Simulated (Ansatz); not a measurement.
# TiTe2: how the settings move a relaxation

Aim: see which settings change the result for TiTe2, by how much, and at what cost.

Computed with Ansatz 0.2.0 (reference: DFT, PBEsol, PAW with Ansatz's default frozen-core files, scalar-relativistic; relaxation of cell and atoms, unless a step's input says otherwise).

## (1) The system as given

Symmetry: P-3m1, No. 164, trigonal system. The conventional cell has a = 3.698 Å, b = 3.698 Å, c = 6.441 Å, α = 90.00°, β = 90.00°, γ = 120.00°. Around Ti (site symmetry -3m) lie 6 Te at 2.74 Å. Around Te (site symmetry 3m) lie 3 Ti at 2.74 Å.

Structure file:

```
Ti Te
1.0
     3.69756    0.00000    0.00000
    -1.84878    3.20218    0.00000
     0.00000    0.00000    6.44086
Ti Te
1 2
Direct
  0.00000 0.00000 0.00000
  0.66667 0.33333 0.26738
  0.33333 0.66667 0.73262
```

## (2) Baseline

Contents of input.yaml:

```yaml
crystal:
  lattice:
    - [3.6975632234, 0.0, 0.0]
    - [-1.8487816117, 3.20218368357, 0.0]
    - [0.0, 0.0, 6.44085672558]
  atoms:
    - { symbol: Ti, position: [0.0, 0.0, 0.0] }
    - { symbol: Te, position: [0.666666666667, 0.333333333333, 0.267375606016] }
    - { symbol: Te, position: [0.333333333333, 0.666666666667, 0.732624393984] }
kpoints:
  mp_grid: { grid: [12, 12, 6] }
scf:
  occupations: { method: fermi_dirac, width: 0.1 }
hamiltonian:
  xc: pbesol
  pseudopotentials: { kind: paw }
relax:
  f_tol: 0.002
  max_steps: 80
  cell: { p_target: 20 }
output:
  forces: true
  stress: true
```

Run with:

```sh
> ansatz run input.yaml --threads 2 --pin off --max-ram 5120MiB --backend cpu --events-out ev --progress --plain --runs-dir out
```

Excerpt of the output:

```text
[...]
Basis set: ecut = 420 eV, 1485 PW (Γ), exchange–correlation on 50×50×90 points (8 copies of the dense FFT grid, shifted against one another)
[...]
k-points: 100 of 864
[...]
SCF iter   1: F=—  HF=-16279.111485 eV  |F-HF|=—  |Δ(HF+E_count)|=         —  Δρ=6.59e-3  dr2=5.03e-2  ethr=1.77e-3  ⟨swp⟩=5.5  Hψ=11789  notcnv=0
preconditioner: auto → Kerker (q_TF=auto, 2.489 Å⁻¹)  [metal: Δε(μ)=0.025 eV  Ē_g=6.571 eV  σ=0.100 eV  W_gap=0.06  n_scr=22 (ndim 8)  ℏωp=17.0 eV  f_vac=0.009  D(μ)=1.28/eV (n_scr^D=2)]
SCF iter   2: F=—  HF=-16279.105586 eV  |F-HF|=—  |Δ(HF+E_count)|=   5.90e-3  Δρ=3.39e-3  dr2=1.40e-2  ethr=1.14e-4  ⟨swp⟩=1.9  Hψ=3831  notcnv=0
[...]
relax step   1: F+E_penalty+E_count = -16279.10394325 eV  Δ(F+E_penalty+E_count) = +0.000e0 eV  max|allowed force component| = 7.671e-4 eV/Å  Δτ_max = 0.0000 Å  P = -0.006 GPa  Ω = 76.262 Å³  (7 SCF iters, dr2 threshold 1.00e-7 eV, accepted)
[...]
Basis set: ecut = 420 eV, 1287 PW (Γ), exchange–correlation on 50×50×90 points (8 copies of the dense FFT grid, shifted against one another)
[...]
relax step   2: F+E_penalty+E_count = -16278.80729581 eV  Δ(F+E_penalty+E_count) = +2.966e-1 eV  max|allowed force component| = 8.162e-1 eV/Å  Δτ_max = 0.0508 Å  P = +11.701 GPa  Ω = 65.745 Å³  energy of the carried Pulay correction = +1.842e-3 eV  (8 SCF iter
[...]
Basis set: ecut = 420 eV, 1135 PW (Γ), exchange–correlation on 50×50×90 points (8 copies of the dense FFT grid, shifted against one another)
[...]
relax step   3: F+E_penalty+E_count = -16278.17393268 eV  Δ(F+E_penalty+E_count) = +6.334e-1 eV  max|allowed force component| = 5.766e-1 eV/Å  Δτ_max = 0.1517 Å  P = +21.573 GPa  Ω = 58.761 Å³  energy of the carried Pulay correction = +3.223e-3 eV  (8 SCF iter
[...]
Basis set: ecut = 420 eV, 1161 PW (Γ), exchange–correlation on 50×50×90 points (8 copies of the dense FFT grid, shifted against one another)
[...]
relax step   4: F+E_penalty+E_count = -16278.37285451 eV  Δ(F+E_penalty+E_count) = -1.989e-1 eV  max|allowed force component| = 1.167e-1 eV/Å  Δτ_max = 0.0514 Å  P = +19.184 GPa  Ω = 60.110 Å³  energy of the carried Pulay correction = +2.947e-3 eV  (6 SCF iter
[...]
Basis set: ecut = 420 eV, 1159 PW (Γ), exchange–correlation on 50×50×90 points (8 copies of the dense FFT grid, shifted against one another)
[...]
relax step   5: F+E_penalty+E_count = -16278.32630039 eV  Δ(F+E_penalty+E_count) = +4.655e-2 eV  max|allowed force component| = 1.245e-2 eV/Å  Δτ_max = 0.0101 Å  P = +19.901 GPa  Ω = 59.712 Å³  energy of the carried Pulay correction = +3.028e-3 eV  (6 SCF iter
[...]
SCF iter   6: F=-16278.317558 eV  HF=-16278.317558 eV  |F-HF|=0.00e0  |Δ(HF+E_count)|=  3.82e-11  Δρ=8.40e-8  dr2=1.16e-11  ethr=1.00e-12  ⟨swp⟩=6.0  Hψ=11272  notcnv=0
[...]
relax step   8: F+E_penalty+E_count = -16278.31755794 eV  Δ(F+E_penalty+E_count) = +2.860e-3 eV  max|allowed force component| = 3.301e-4 eV/Å  Δτ_max = 0.0000 Å  P = +19.990 GPa  Ω = 59.664 Å³  stress off target by 1.11e-2 GPa  SCF on the basis re-selected at 
[...]
SCF converged after 6 iterations
Free energy (F): -16278.317558 eV
[...]
E sigma→0 (E₀):  -16278.295117 eV
[...]
Fermi energy:    15.522791 eV
[...]
  P = ⅓ Tr σ = 19.9897 GPa (199.897 kbar)
--- Relaxed structure (7 steps of the walk, 7 accepted, 1 SCFs on fresh bases) ---
[...]
```

It took 24 s on 2 threads of Intel Xeon Platinum 8488C (Sapphire Rapids), shared host; peak memory 0.53 GiB.

## (3) Changed: chi_scale 0.0

input.yaml: that of step 2 with these lines changed.

```diff
@@ -13,2 +13,3 @@
   occupations: { method: fermi_dirac, width: 0.1 }
+  initial_density: { chi_scale: 0.0 }
 hamiltonian:
```

Run with:

```sh
> ansatz run input.yaml --threads 2 --pin off --max-ram 5120MiB --backend cpu --events-out ev --progress --plain --runs-dir out
```

Output:

```text
Engine: ansatz 0.2.0
Pseudopotentials: kind: paw
Pseudopotential: Ti, paw, valence charge 12, recommended cutoff 420 eV (normal), Ti.paw.azcp
Pseudopotential: Te, paw, valence charge 16, recommended cutoff 420 eV (normal), Te.paw.azcp
Functional definition: PBEsol
  exchange = pbesol_x
  correlation = pbesol_c
Crystal: 3 atoms, lattice volume = 76.262 Å³
Basis set: ecut = 420 eV, 1485 PW (Γ), exchange–correlation on 50×50×90 points (8 copies of the dense FFT grid, shifted against one another)
Bands: 27, of which v1, the nominal top of the filled ones, is band 22 counted from 1 (21 counted from 0)
Symmetry: 12 space group operations
Space group: P-3m1 (ITA 164), of the structure as read, at distance tolerance 4.2e-5 Å
k-points: 100 of 864
Non-local potential: Ti, projectors of the file, l = 0: 3, l = 1: 2, l = 2: 3, l = 3: 1
Non-local potential: Te, projectors of the file, l = 0: 2, l = 1: 2, l = 2: 2, l = 3: 2
PAW form: soft (Blöchl's): semilocal exchange-correlation on the pseudo side does not see the compensation charge
PAW frozen core: Ti, regenerated for the run's functional, and the local potential with it (the file was generated under x = pbe(κ = 0.804, μ = 0.2195149727645171), c = pbe(β = 0.06672455060314922))
PAW frozen core: Te, regenerated for the run's functional, and the local potential with it (the file was generated under x = pbe(κ = 0.804, μ = 0.2195149727645171), c = pbe(β = 0.06672455060314922))
PAW one-centre angular grid: Ti, 590 points (default); XC on 64 Gauss nodes
PAW one-centre angular grid: Te, 590 points (default); XC on 64 Gauss nodes
Initial density: superposition of atomic densities (chi_scale 0, normalization cell)
Initial wavefunctions: pseudopotential atomic-orbital guess
Functional: x = pbesol(κ = 0.804, μ = 0.12345679012345678), c = pbesol(β = 0.046)
SCF iter   1: F=—  HF=-16279.474714 eV  |F-HF|=—  |Δ(HF+E_count)|=         —  Δρ=2.74e-2  dr2=1.79e0  ethr=3.10e-3  ⟨swp⟩=5.6  Hψ=11850  notcnv=0
preconditioner: auto → Kerker (q_TF=auto, 2.489 Å⁻¹)  [metal: Δε(μ)=0.012 eV  Ē_g=6.518 eV  σ=0.100 eV  W_gap=0.03  n_scr=22 (ndim 8)  ℏωp=17.0 eV  f_vac=0.000  D(μ)=1.47/eV (n_scr^D=2)]
SCF iter   2: F=—  HF=-16279.277178 eV  |F-HF|=—  |Δ(HF+E_count)|=   1.98e-1  Δρ=1.74e-2  dr2=8.61e-1  ethr=3.10e-3  ⟨swp⟩=2.0  Hψ=3905  notcnv=0
SCF iter   3: F=—  HF=-16279.107832 eV  |F-HF|=—  |Δ(HF+E_count)|=   1.69e-1  Δρ=3.25e-3  dr2=2.82e-2  ethr=1.96e-3  ⟨swp⟩=2.2  Hψ=3845  notcnv=0
SCF iter   4: F=—  HF=-16279.104253 eV  |F-HF|=—  |Δ(HF+E_count)|=   3.58e-3  Δρ=1.64e-3  dr2=4.17e-3  ethr=6.42e-5  ⟨swp⟩=2.0  Hψ=3270  notcnv=0
SCF iter   5: F=—  HF=-16279.103945 eV  |F-HF|=—  |Δ(HF+E_count)|=   3.07e-4  Δρ=4.23e-4  dr2=2.71e-4  ethr=9.47e-6  ⟨swp⟩=2.0  Hψ=3468  notcnv=0
SCF iter   6: F=—  HF=-16279.103954 eV  |F-HF|=—  |Δ(HF+E_count)|=   8.35e-6  Δρ=1.40e-4  dr2=2.39e-5  ethr=6.15e-7  ⟨swp⟩=3.2  Hψ=4807  notcnv=0
SCF iter   7: F=—  HF=-16279.103942 eV  |F-HF|=—  |Δ(HF+E_count)|=   1.17e-5  Δρ=5.27e-5  dr2=3.81e-6  ethr=5.43e-8  ⟨swp⟩=2.5  Hψ=4278  notcnv=0
SCF iter   8: F=—  HF=-16279.103943 eV  |F-HF|=—  |Δ(HF+E_count)|=   1.13e-6  Δρ=1.49e-5  dr2=1.94e-7  ethr=8.65e-9  ⟨swp⟩=2.2  Hψ=3755  notcnv=0
SCF iter   9: F=-16279.103943 eV  HF=-16279.103943 eV  |F-HF|=4.23e-9  |Δ(HF+E_count)|=   2.88e-8  Δρ=4.15e-6  dr2=1.53e-8  ethr=2.27e-10  ⟨swp⟩=4.8  Hψ=8834  notcnv=0
SCF 1 converged in 9 iterations: F = -16279.103943 eV  dr2 = 1.53e-8
relax step   1: F+E_penalty+E_count = -16279.10394325 eV  Δ(F+E_penalty+E_count) = +0.000e0 eV  max|allowed force component| = 7.338e-4 eV/Å  Δτ_max = 0.0000 Å  P = -0.006 GPa  Ω = 76.262 Å³  (9 SCF iters, dr2 threshold 1.00e-7 eV, accepted)
Crystal: 3 atoms, lattice volume = 65.745 Å³
Basis set: ecut = 420 eV, 1287 PW (Γ), exchange–correlation on 50×50×90 points (8 copies of the dense FFT grid, shifted against one another)
Initial density: handed on by an earlier stage of this run
Initial wavefunctions: those handed on with the density
iter 1 solved again at ethr=2.64e-3 eV; its pass at ethr=3.10e-3 eV (dr2=1.16e0 eV) is discarded
SCF iter   1: F=—  HF=-16278.926786 eV  |F-HF|=—  |Δ(HF+E_count)|=         —  Δρ=2.27e-2  dr2=1.16e0  ethr=2.64e-3  ⟨swp⟩=1.0  Hψ=14498  notcnv=0
preconditioner: auto → Kerker (q_TF=auto, 2.552 Å⁻¹)  [metal: Δε(μ)=0.005 eV  Ē_g=7.009 eV  σ=0.100 eV  W_gap=0.01  n_scr=22 (ndim 8)  ℏωp=18.3 eV  f_vac=0.000  D(μ)=1.55/eV (n_scr^D=10)]
SCF iter   2: F=—  HF=-16278.856070 eV  |F-HF|=—  |Δ(HF+E_count)|=   7.07e-2  Δρ=1.33e-2  dr2=4.59e-1  ethr=2.64e-3  ⟨swp⟩=2.0  Hψ=3105  notcnv=0
SCF iter   3: F=—  HF=-16278.807032 eV  |F-HF|=—  |Δ(HF+E_count)|=   4.90e-2  Δρ=1.52e-3  dr2=8.84e-3  ethr=1.04e-3  ⟨swp⟩=2.0  Hψ=3213  notcnv=0
SCF iter   4: F=—  HF=-16278.807370 eV  |F-HF|=—  |Δ(HF+E_count)|=   3.38e-4  Δρ=8.42e-4  dr2=6.88e-4  ethr=2.01e-5  ⟨swp⟩=2.0  Hψ=3363  notcnv=0
SCF iter   5: F=—  HF=-16278.807325 eV  |F-HF|=—  |Δ(HF+E_count)|=   4.47e-5  Δρ=1.98e-4  dr2=1.17e-4  ethr=1.56e-6  ⟨swp⟩=2.0  Hψ=3142  notcnv=0
SCF iter   6: F=—  HF=-16278.807301 eV  |F-HF|=—  |Δ(HF+E_count)|=   2.48e-5  Δρ=6.42e-5  dr2=6.65e-6  ethr=2.65e-7  ⟨swp⟩=2.0  Hψ=3299  notcnv=0
SCF iter   7: F=—  HF=-16278.807300 eV  |F-HF|=—  |Δ(HF+E_count)|=   6.22e-7  Δρ=1.83e-5  dr2=3.64e-7  ethr=1.51e-8  ⟨swp⟩=2.0  Hψ=3330  notcnv=0
SCF iter   8: F=-16278.807300 eV  HF=-16278.807300 eV  |F-HF|=8.34e-9  |Δ(HF+E_count)|=   2.34e-9  Δρ=4.55e-6  dr2=2.64e-8  ethr=6.82e-10  ⟨swp⟩=4.5  Hψ=8425  notcnv=0
SCF 2 converged in 8 iterations: F = -16278.807300 eV  dr2 = 2.64e-8
relax step   2: F+E_penalty+E_count = -16278.80729994 eV  Δ(F+E_penalty+E_count) = +2.966e-1 eV  max|allowed force component| = 8.161e-1 eV/Å  Δτ_max = 0.0508 Å  P = +11.701 GPa  Ω = 65.745 Å³  energy of the carried Pulay correction = +1.842e-3 eV  (8 SCF iters, dr2 threshold 3.00e-7 eV, accepted)
Crystal: 3 atoms, lattice volume = 58.761 Å³
Basis set: ecut = 420 eV, 1135 PW (Γ), exchange–correlation on 50×50×90 points (8 copies of the dense FFT grid, shifted against one another)
iter 1 solved again at ethr=1.03e-3 eV; its pass at ethr=3.10e-3 eV (dr2=4.55e-1 eV) is discarded
SCF iter   1: F=—  HF=-16278.225479 eV  |F-HF|=—  |Δ(HF+E_count)|=         —  Δρ=1.55e-2  dr2=4.53e-1  ethr=1.03e-3  ⟨swp⟩=1.0  Hψ=13707  notcnv=0
preconditioner: auto → Kerker (q_TF=auto, 2.600 Å⁻¹)  [metal: Δε(μ)=0.013 eV  Ē_g=7.632 eV  σ=0.100 eV  W_gap=0.03  n_scr=22 (ndim 8)  ℏωp=19.4 eV  f_vac=0.000  D(μ)=1.42/eV (n_scr^D=2)]
SCF iter   2: F=—  HF=-16278.193280 eV  |F-HF|=—  |Δ(HF+E_count)|=   3.22e-2  Δρ=8.81e-3  dr2=1.70e-1  ethr=1.03e-3  ⟨swp⟩=2.0  Hψ=3113  notcnv=0
SCF iter   3: F=—  HF=-16278.173946 eV  |F-HF|=—  |Δ(HF+E_count)|=   1.93e-2  Δρ=1.12e-3  dr2=3.10e-3  ethr=3.87e-4  ⟨swp⟩=2.0  Hψ=3316  notcnv=0
SCF iter   4: F=—  HF=-16278.173956 eV  |F-HF|=—  |Δ(HF+E_count)|=   1.06e-5  Δρ=4.97e-4  dr2=1.84e-4  ethr=7.05e-6  ⟨swp⟩=2.0  Hψ=3272  notcnv=0
SCF iter   5: F=—  HF=-16278.173933 eV  |F-HF|=—  |Δ(HF+E_count)|=   2.38e-5  Δρ=1.19e-4  dr2=2.76e-5  ethr=4.18e-7  ⟨swp⟩=2.9  Hψ=4798  notcnv=0
SCF iter   6: F=—  HF=-16278.173929 eV  |F-HF|=—  |Δ(HF+E_count)|=   3.96e-6  Δρ=3.91e-5  dr2=1.30e-6  ethr=6.28e-8  ⟨swp⟩=2.0  Hψ=3377  notcnv=0
SCF iter   7: F=-16278.173928 eV  HF=-16278.173928 eV  |F-HF|=1.02e-7  |Δ(HF+E_count)|=   3.26e-7  Δρ=1.15e-5  dr2=1.58e-7  ethr=6.82e-10  ⟨swp⟩=5.0  Hψ=9112  notcnv=0
SCF 3 converged in 7 iterations: F = -16278.173928 eV  dr2 = 1.58e-7
relax step   3: F+E_penalty+E_count = -16278.17392827 eV  Δ(F+E_penalty+E_count) = +6.334e-1 eV  max|allowed force component| = 5.764e-1 eV/Å  Δτ_max = 0.1517 Å  P = +21.574 GPa  Ω = 58.761 Å³  energy of the carried Pulay correction = +3.223e-3 eV  (7 SCF iters, dr2 threshold 3.00e-7 eV, accepted)
[... 11 lines left out ...]
relax step   4: F+E_penalty+E_count = -16278.37288586 eV  Δ(F+E_penalty+E_count) = -1.990e-1 eV  max|allowed force component| = 1.167e-1 eV/Å  Δτ_max = 0.0514 Å  P = +19.183 GPa  Ω = 60.110 Å³  energy of the carried Pulay correction = +2.947e-3 eV  (6 SCF iters, dr2 threshold 3.00e-7 eV, accepted)
[... 12 lines left out ...]
relax step   5: F+E_penalty+E_count = -16278.32630212 eV  Δ(F+E_penalty+E_count) = +4.658e-2 eV  max|allowed force component| = 1.242e-2 eV/Å  Δτ_max = 0.0101 Å  P = +19.901 GPa  Ω = 59.712 Å³  energy of the carried Pulay correction = +3.028e-3 eV  (6 SCF iters, dr2 threshold 3.00e-7 eV, accepted)
[... 12 lines left out ...]
relax step   6: F+E_penalty+E_count = -16278.32047702 eV  Δ(F+E_penalty+E_count) = +5.825e-3 eV  max|allowed force component| = 6.574e-3 eV/Å  Δτ_max = 0.0010 Å  P = +20.023 GPa  Ω = 59.665 Å³  energy of the carried Pulay correction = +3.038e-3 eV  (6 SCF iters, dr2 threshold 1.01e-7 eV, accepted)
[... 13 lines left out ...]
relax step   7: F+E_penalty+E_count = -16278.32041988 eV  Δ(F+E_penalty+E_count) = +5.713e-5 eV  max|allowed force component| = 5.172e-5 eV/Å  Δτ_max = 0.0003 Å  P = +20.000 GPa  Ω = 59.664 Å³  energy of the carried Pulay correction = +3.038e-3 eV  (6 SCF iters, dr2 threshold 1.93e-8 eV, accepted)
Basis set: ecut = 420 eV, 1159 PW (Γ), exchange–correlation on 48×48×80 points (8 copies of the dense FFT grid, shifted against one another)
Initial wavefunctions: pseudopotential atomic-orbital guess (no wavefunctions were taken with the density)
iter 1 solved again at ethr=1.95e-7 eV; its pass at ethr=3.10e-3 eV (dr2=8.58e-5 eV) is discarded
SCF iter   1: F=—  HF=-16278.317548 eV  |F-HF|=—  |Δ(HF+E_count)|=         —  Δρ=2.18e-4  dr2=3.69e-6  ethr=1.95e-7  ⟨swp⟩=2.3  Hψ=17558  notcnv=0
SCF iter   2: F=—  HF=-16278.317558 eV  |F-HF|=—  |Δ(HF+E_count)|=   1.03e-5  Δρ=1.14e-4  dr2=1.05e-6  ethr=8.38e-9  ⟨swp⟩=2.0  Hψ=4567  notcnv=0
SCF iter   3: F=—  HF=-16278.317560 eV  |F-HF|=—  |Δ(HF+E_count)|=   1.02e-6  Δρ=2.29e-5  dr2=9.36e-8  ethr=2.38e-9  ⟨swp⟩=2.4  Hψ=4924  notcnv=0
SCF iter   4: F=—  HF=-16278.317560 eV  |F-HF|=—  |Δ(HF+E_count)|=   1.82e-8  Δρ=1.79e-6  dr2=1.37e-9  ethr=2.13e-10  ⟨swp⟩=2.0  Hψ=3506  notcnv=0
SCF iter   5: F=—  HF=-16278.317560 eV  |F-HF|=—  |Δ(HF+E_count)|=  2.09e-10  Δρ=3.52e-7  dr2=1.11e-10  ethr=3.10e-12  ⟨swp⟩=2.0  Hψ=4806  notcnv=0
SCF iter   6: F=-16278.317560 eV  HF=-16278.317560 eV  |F-HF|=7.28e-12  |Δ(HF+E_count)|=  3.09e-11  Δρ=8.61e-8  dr2=1.22e-11  ethr=1.00e-12  ⟨swp⟩=6.0  Hψ=11276  notcnv=0
SCF 8 converged in 6 iterations: F = -16278.317560 eV  dr2 = 1.22e-11
relax step   8: F+E_penalty+E_count = -16278.31755953 eV  Δ(F+E_penalty+E_count) = +2.860e-3 eV  max|allowed force component| = 3.311e-4 eV/Å  Δτ_max = 0.0000 Å  P = +19.990 GPa  Ω = 59.664 Å³  stress off target by 1.12e-2 GPa  SCF on the basis re-selected at this cell (its energy is not comparable with the rows above)  (6 SCF iters)
basis re-selected at this cell: Δ(F+E_penalty+E_count) = +2.860e-3 eV, ΔP = -0.010 GPa vs the last step (what re-selecting the basis moved, of the pressure what is left beyond the Pulay correction that the steps carried, after the strain that the cell walked since its last selection, with what the two solves' SCF thresholds leave and, on support functions, any second-order correction that the steps lacked; it is no measure of the basis error at this ecutwfc). The dense FFT grid was sized anew with the basis: this SCF ran on 24×24×40 points, the steps before it on 25×25×45, so part of this shift can come from that change (see relax.cell in the input reference). This SCF's stress stands 1.12e-2 GPa from its target on what of the cell is left free (relax.cell.stress_tol is 5.00e-2 GPa) and its largest allowed force component is 3.31e-4 eV/Å (relax.f_tol is 2.00e-3 eV/Å): within both
SCF converged after 6 iterations
Free energy (F): -16278.317560 eV
Harris-Foulkes:  -16278.317560 eV  (|F-HF|=7.28e-12)
Internal energy: -16278.272678 eV  (E = F + TS)
E sigma→0 (E₀):  -16278.295119 eV
Entropy (-TS):   -0.044882 eV (-14.961 meV/atom)
Fermi energy:    15.522786 eV
--- Per-component energies (eV) ---
  E_band       = -455.656743
  E_kinetic    = 648.692966
  E_local      = -2489.742666  (includes V_loc(G=0)·N_el)
  E_nonlocal   = -604.441925
  E_hartree    = 1631.272445
  E_xc         = -350.513946
  E_vxc        = -339.250698  (∫ρ·V_xc dr)
  E_paw        = -10193.773953  (= ΣΔE_a)
  E_vpaw       = -933.459118  (= ΣTr[D̂ρ^β])
  E_aug_tail   = -0.000249  (compensation charges beyond the density's cutoff)
  E_ewald      = -4920.654365
  E_core_change = 0.889015  (= ΣΔE_core)
  E_smearing   = -0.044882  (= −TS)
  E_closure    = -0.000000  (closes the sum)
  Σ components = -16278.317560   (vs F -16278.317560, Δ=0.00e0)
--- Forces (eV/Å), atoms counted from 1 ---
  atom   1  Ti     0.00000000     0.00000000     0.00000000
  atom   2  Te    -0.00000000    -0.00000000     0.00033112
  atom   3  Te     0.00000000     0.00000000    -0.00033112
  max |Σ_I F_I| component: 4.63e-18 eV/Å
--- Stress (GPa, compression-positive) ---
       19.988814      -0.000000      -0.000000
       -0.000000      19.988814      -0.000000
       -0.000000      -0.000000      19.991297
  P = ⅓ Tr σ = 19.9896 GPa (199.896 kbar)
--- Relaxed structure (7 steps of the walk, 7 accepted, 1 SCFs on fresh bases) ---
  F+E_penalty+E_count = -16278.31755953 eV   max|allowed force component| = 3.311e-4 eV/Å   (the final SCF, on the basis selected at the relaxed cell)
  cell:  # Å, volume = 59.6644 Å³
    - [3.4042413875159485, 5.373668978136374e-33, -8.956114963560624e-34]
    - [-1.7021206937579743, 2.948159522203197, -1.8526063502944467e-17]
    - [3.1201658937431515e-33, -3.7263234249746043e-17, 5.944887564045694]
  atoms:
    - { symbol: Ti, position: [2.225279027108687e-34, 4.479494978769274e-34, -7.182164526187189e-19] }
    - { symbol: Te, position: [0.6666666666666667, 0.3333333333333333, 0.2925993750245746] }
    - { symbol: Te, position: [0.3333333333333333, 0.6666666666666666, 0.7074006249754252] }
```

Wall time 25 s (2 threads of Intel Xeon Platinum 8488C (Sapphire Rapids), shared host); peak memory 0.54 GiB.

The changed start doesn't alter the result here (within 0.5 meV/atom). Cost: 54 SCF cycles against 53.

## (4) Side by side

| run | ending | energy change | pressure (GPa) | gap (eV) | force (eV/Å) | cycles | time |
| --- | --- | --- | --- | --- | --- | --- | --- |
| reference | converged | 0 | 20.0 | 0.00 | 0.00 | 53 | 24 s |
| 1: chi_scale 0.0 | converged | 0.0 meV/atom | 20.0 | 0.00 | 0.00 | 54 | 25 s |

What this shows: With the changed start the energy agrees within 0.5 meV/atom. Cost: 54 SCF cycles against 53. The reference leaves spin out although Ti can carry a moment, so its state need not be the lowest.

The cell is layered and no dispersion term is used, so the spacing and stiffness across the layers are uncertain.
